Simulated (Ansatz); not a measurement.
# CCSD(T)/def2-SVP (core potential) run of C2H5InO (SMILES C[C](=O)[InH2])

Aim: the vertical ionisation energy of C2H5InO at CCSD(T)/def2-SVP (core potential), from 2 runs. 

The results are computed with Ansatz 0.2.0.

62 further runs of the same task are left out: 62 set aside as unsound or not needed.

### Step 1. Starting point

C2H5InO has 9 atoms, charge 0, and is taken as a singlet. As SMILES, `C[C](=O)[InH2]`. The coordinates come from a PBE0-D4/def2-TZVP relaxation.

Bond lengths: C1–C2 1.499 Å, C2–O3 1.209 Å, C2–In4 2.211 Å, C1–H5 1.093 Å, C1–H6 1.095 Å, C1–H7 1.095 Å, In4–H8 1.725 Å, In4–H9 1.725 Å. Some angles: C1–C2–O3 122.1°, C1–C2–In4 127.4°, O3–C2–In4 110.5°, C2–C1–H5 111.2°, C2–C1–H6 109.2°, C2–C1–H7 109.1°, C2–In4–H8 118.8°, C2–In4–H9 118.8°, H5–C1–H6 110.2°, H5–C1–H7 110.2°.

### Step 2. The energy at CCSD(T)/def2-SVP (core potential)

Contents of input.yaml:

```yaml
crystal:
  periodic: [false, false, false]
  atoms:
    - {symbol: C, position_ang: [0.344400, 1.188000, -0.839100]}
    - {symbol: C, position_ang: [0.607000, -0.087100, -0.096200]}
    - {symbol: O, position_ang: [1.705800, -0.590300, -0.051600]}
    - {symbol: In, position_ang: [-0.847800, -1.304800, 1.038800]}
    - {symbol: H, position_ang: [1.255300, 1.565500, -1.309800]}
    - {symbol: H, position_ang: [-0.427200, 1.011100, -1.595100]}
    - {symbol: H, position_ang: [-0.058700, 1.931600, -0.144300]}
    - {symbol: H, position_ang: [-1.599800, -2.644700, 0.254600]}
    - {symbol: H, position_ang: [-0.978900, -1.069400, 2.742600]}
basis:
  gaussian:
    orbitals: def2-SVP
correlation:
  method: ccsd_t
  frozen_orbitals: {C: 1, H: 0, In: 4, O: 1}
accuracy: high
scf:
  omitted_lower_state_checks: [cluster_reference, increment]
```

On the command line:

```console
$ ansatz run input.yaml --threads 1 --pin off --max-ram 3480MiB --events-out events.jsonl --progress --plain --runs-dir runs
```

The log of the run:

```text
Warning: RAYON_NUM_THREADS=1 ignored (pool sized by the plan → 1); use --threads N
Functional definition: HF
  name "HF"
  exchange = exact_x
  correlation = 0
these checks for a lower state are left out or cut short: cluster_reference, increment
2299 factors; integrals over basis functions are off by at most 8.2e-9 eV
mean field evaluation 1: about -9317.7570 eV, gradient 3.5e1 eV
mean field evaluation 2: about -9317.8560 eV, gradient 3.5e1 eV
mean field evaluation 4: about -9321.0034 eV, gradient 4.3e0 eV
mean field evaluation 8: about -9321.0881 eV, gradient 4.1e-1 eV
mean field evaluation 16: about -9321.0899 eV, gradient 2.1e-8 eV
mean field -9321.08986874 eV, -342.5437346146 hartree, gradient 2.1e-8 eV, S^2 0.000000; 0 other end points of the search recorded, 0 dependent functions left out
7 core orbitals not correlated: weight in the atoms' cores, before any rotation towards them, 1.000 or more for the frozen orbitals, at most 0.000 for the correlated occupied ones
reference -9321.08986874 eV, -342.5437346146 hartree; 16, 16 occupied and 70, 70 virtual orbitals, 2299 factors
second order -14.81602588 eV of doubles, -0.00000000 eV of singles
cycle   1  -15.23847061 eV  change   -4.2e-1 eV  update   1.2e-1
cycle   2  -15.73605389 eV  change   -5.0e-1 eV  update   4.0e-2
cycle   3  -15.89494635 eV  change   -1.6e-1 eV  update   2.7e-2
cycle   4  -15.89794146 eV  change   -3.0e-3 eV  update   8.5e-3
cycle   5  -15.89395623 eV  change    4.0e-3 eV  update   5.5e-3
cycle   6  -15.89518131 eV  change   -1.2e-3 eV  update   2.5e-3
cycle   7  -15.89472442 eV  change    4.6e-4 eV  update   1.2e-3
cycle   8  -15.89460667 eV  change    1.2e-4 eV  update   5.0e-4
cycle   9  -15.89480658 eV  change   -2.0e-4 eV  update   1.8e-4
cycle  10  -15.89483851 eV  change   -3.2e-5 eV  update   6.3e-5
cycle  11  -15.89481793 eV  change    2.1e-5 eV  update   2.9e-5
cycle  12  -15.89483554 eV  change   -1.8e-5 eV  update   1.4e-5
cycle  13  -15.89483277 eV  change    2.8e-6 eV  update   4.9e-6
cycle  14  -15.89483929 eV  change   -6.5e-6 eV  update   2.3e-6
cycle  15  -15.89484085 eV  change   -1.6e-6 eV  update   6.9e-7
cycle  16  -15.89484078 eV  change    6.8e-8 eV  update   2.7e-7
cycle  17  -15.89484085 eV  change   -6.7e-8 eV  update   1.3e-7
cycle  18  -15.89484085 eV  change   4.0e-10 eV  update   6.8e-8
cycle  19  -15.89484089 eV  change   -4.1e-8 eV  update   3.5e-8
cycle  20  -15.89484155 eV  change   -6.6e-7 eV  update   1.3e-7
cycle  21  -15.89484160 eV  change   -5.6e-8 eV  update   3.7e-8
cycle  22  -15.89484165 eV  change   -4.7e-8 eV  update   1.3e-8
cycle  23  -15.89484166 eV  change   -1.2e-8 eV  update   5.4e-9
cycle  24  -15.89484167 eV  change   -3.3e-9 eV  update   2.2e-9
perturbative correction -0.53670395 eV, -0.0197235064 hartree
Total energy: -9337.52141436 eV, -343.1475827783 hartree
Checks for a lower state left out: cluster_reference, increment
```

It took 40 s on 1 thread of Arm Neoverse V2, shared host; peak memory 0.66 GiB.

### Step 3. The doublet cation at the same level

Contents of job.yaml:

```yaml
crystal:
  periodic: [false, false, false]
  atoms:
    - {symbol: C, position_ang: [0.344400, 1.188000, -0.839100]}
    - {symbol: C, position_ang: [0.607000, -0.087100, -0.096200]}
    - {symbol: O, position_ang: [1.705800, -0.590300, -0.051600]}
    - {symbol: In, position_ang: [-0.847800, -1.304800, 1.038800]}
    - {symbol: H, position_ang: [1.255300, 1.565500, -1.309800]}
    - {symbol: H, position_ang: [-0.427200, 1.011100, -1.595100]}
    - {symbol: H, position_ang: [-0.058700, 1.931600, -0.144300]}
    - {symbol: H, position_ang: [-1.599800, -2.644700, 0.254600]}
    - {symbol: H, position_ang: [-0.978900, -1.069400, 2.742600]}
basis:
  gaussian: {orbitals: def2-SVP}
accuracy: high
total_charge: 1
correlation: {method: ccsd_t, frozen_orbitals: {C: 1, H: 0, In: 4, O: 1}}
scf: {omitted_lower_state_checks: [cluster_reference, increment]}
magnetization: {spin_polarized: true, initial_magnetization: 1}
```

On the command line:

```console
$ ansatz run job.yaml --threads 1 --pin off --max-ram 3480MiB --events-out events.jsonl --progress --plain --runs-dir runs
```

The log of the run:

```text
Warning: RAYON_NUM_THREADS=1 ignored (pool sized by the plan → 1); use --threads N
Functional definition: HF
  name "HF"
  exchange = exact_x
  correlation = 0
these checks for a lower state are left out or cut short: cluster_reference, increment
2298 factors; integrals over basis functions are off by at most 8.2e-9 eV
mean field evaluation 1: about -9301.7095 eV, gradient 4.0e1 eV
mean field evaluation 2: about -9301.7211 eV, gradient 4.0e1 eV
mean field evaluation 4: about -9312.5287 eV, gradient 1.1e1 eV
mean field evaluation 8: about -9313.6573 eV, gradient 5.8e-1 eV
mean field evaluation 16: about -9313.6717 eV, gradient 2.8e-8 eV
mean field evaluation 32: about -9299.2505 eV, gradient 5.4e1 eV
mean field -9313.67174568 eV, -342.2711236202 hartree, gradient 3.7e-8 eV, S^2 0.780831; 2 other end points of the search recorded, 0 dependent functions left out
7 core orbitals not correlated: weight in the atoms' cores, before any rotation towards them, 1.000 or more for the frozen orbitals, at most 0.000 for the correlated occupied ones
reference -9313.67174568 eV, -342.2711236202 hartree; 16, 15 occupied and 70, 71 virtual orbitals, 2298 factors
second order -13.75465105 eV of doubles, -0.00000000 eV of singles
cycle   1  -14.38512223 eV  change   -6.3e-1 eV  update   1.3e-1
cycle   2  -14.99099669 eV  change   -6.1e-1 eV  update   4.8e-2
cycle   3  -15.19730166 eV  change   -2.1e-1 eV  update   3.6e-2
cycle   4  -15.22913053 eV  change   -3.2e-2 eV  update   1.9e-2
cycle   5  -15.23542823 eV  change   -6.3e-3 eV  update   8.3e-3
cycle   6  -15.24076350 eV  change   -5.3e-3 eV  update   3.3e-3
cycle   7  -15.24233781 eV  change   -1.6e-3 eV  update   1.3e-3
cycle   8  -15.24265827 eV  change   -3.2e-4 eV  update   6.9e-4
cycle   9  -15.24269842 eV  change   -4.0e-5 eV  update   3.0e-4
cycle  10  -15.24257878 eV  change    1.2e-4 eV  update   1.3e-4
cycle  11  -15.24259619 eV  change   -1.7e-5 eV  update   6.5e-5
cycle  12  -15.24262329 eV  change   -2.7e-5 eV  update   2.8e-5
cycle  13  -15.24262724 eV  change   -4.0e-6 eV  update   1.2e-5
cycle  14  -15.24262448 eV  change    2.8e-6 eV  update   4.8e-6
cycle  15  -15.24261969 eV  change    4.8e-6 eV  update   1.8e-6
cycle  16  -15.24261888 eV  change    8.1e-7 eV  update   6.7e-7
cycle  17  -15.24261845 eV  change    4.4e-7 eV  update   2.8e-7
cycle  18  -15.24261837 eV  change    8.1e-8 eV  update   1.2e-7
cycle  19  -15.24261837 eV  change   -2.3e-9 eV  update   6.8e-8
cycle  20  -15.24261836 eV  change    4.4e-9 eV  update   4.0e-8
cycle  21  -15.24261806 eV  change    3.0e-7 eV  update   1.0e-7
cycle  22  -15.24261807 eV  change   -1.1e-8 eV  update   3.2e-8
cycle  23  -15.24261806 eV  change    1.1e-8 eV  update   1.3e-8
cycle  24  -15.24261807 eV  change   -6.0e-9 eV  update   6.3e-9
cycle  25  -15.24261807 eV  change   -4.2e-9 eV  update   2.8e-9
cycle  26  -15.24261807 eV  change   -1.5e-9 eV  update   1.4e-9
perturbative correction -0.53254788 eV, -0.0195707735 hartree
Total energy: -9329.44691163 eV, -342.8508502761 hartree
Checks for a lower state left out: cluster_reference, increment
```

Wall time 2.7 min (1 thread of Arm Neoverse V2, shared host); peak memory 1.4 GiB.

### Step 4. What came out

At CCSD(T)/def2-SVP (core potential), 7 core orbitals frozen:

| quantity | value |
| --- | --- |
| singlet C2H5InO: total energy | -343.14758 Eh |
| singlet C2H5InO: correlation energy (7 core orbitals frozen) | -603.8 mEh |
| singlet C2H5InO: (T) correction | -19.72 mEh |
| singlet C2H5InO: T1 diagnostic | 0.016 |
| doublet cation: total energy | -342.85085 Eh |
| doublet cation: correlation energy (7 core orbitals frozen) | -579.7 mEh |
| doublet cation: (T) correction | -19.57 mEh |
| doublet cation: ⟨S²⟩ of the reference determinant | 0.781 |
| doublet cation: T1 diagnostic | 0.031 |
| vertical ionisation energy (to the doublet cation) | 8.075 eV |

What this shows: The vertical ionisation energy comes to 8.07 eV (186 kcal/mol). The triples (singlet C2H5InO) make up 3.3 % of the correlation energy. The triples (doublet cation) make up 3.4 % of the correlation energy.
